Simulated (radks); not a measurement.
# Cr⁴⁺ in [Ar] 3d2: an all-electron calculation

Aim: the levels, the sizes of the orbitals and the parts of the energy of the chromium ion Cr4+.

Program: radks (a radial shooting solver on a logarithmic mesh, Libxc functionals) version 1. Level of theory: non-relativistic Kohn-Sham, SCAN, spin-polarised, spherical densities, point nucleus; open shells are filled with parallel spins first. These are calculated values, not measurements, unless marked.

### Step 1. The system

| Quantity | Value |
| --- | --- |
| element | chromium (Z = 24) |
| charge | +4 |
| electrons | 20 |
| configuration | [Ar] 3d2 |

The outer shells:

Cr⁴⁺
```
[Ar] core
3d [↑ ][↑ ][  ][  ][  ]
```

### Step 2. The run

The run's settings:

```text
Z 24
configuration [Ar] 3d2 4s0 4p0
relativity non-relativistic
functional scan,scan
spin polarised
nucleus point
```

The run is started by

```console
$ python run_ks.py task.json out
```

The same process makes all the runs of this session.

Q: Predict the outcome of this run.

**Answer**, as computed:

| quantity | value |
| --- | --- |
| total energy | -1040.63555 hartree |
| exchange-correlation share of it | 4.51 % |
| −T/E | 0.9993 |
| highest occupied level | 3d up, -59.220 eV |
| most extended occupied level | 3d up, <r> = 1.01 bohr |
| radius at density 0.001 e/bohr³ | 2.52 bohr |
| maxima of the radial density | 3 |
| ionisation energy, NIST | 69.46 (semi-emp.) eV |

**Reading.** 3 principal shells are occupied and 3 maxima appear in the radial density. −T/E = 0.9993, near the virial value of 1. The top level binds by 59.220 eV, 85 % of the NIST ionisation energy of 69.46 eV; the potential of a semilocal functional falls off too fast, so its top eigenvalue is too shallow. Open shells are spherical and high-spin; term and fine-structure splittings are not resolved.
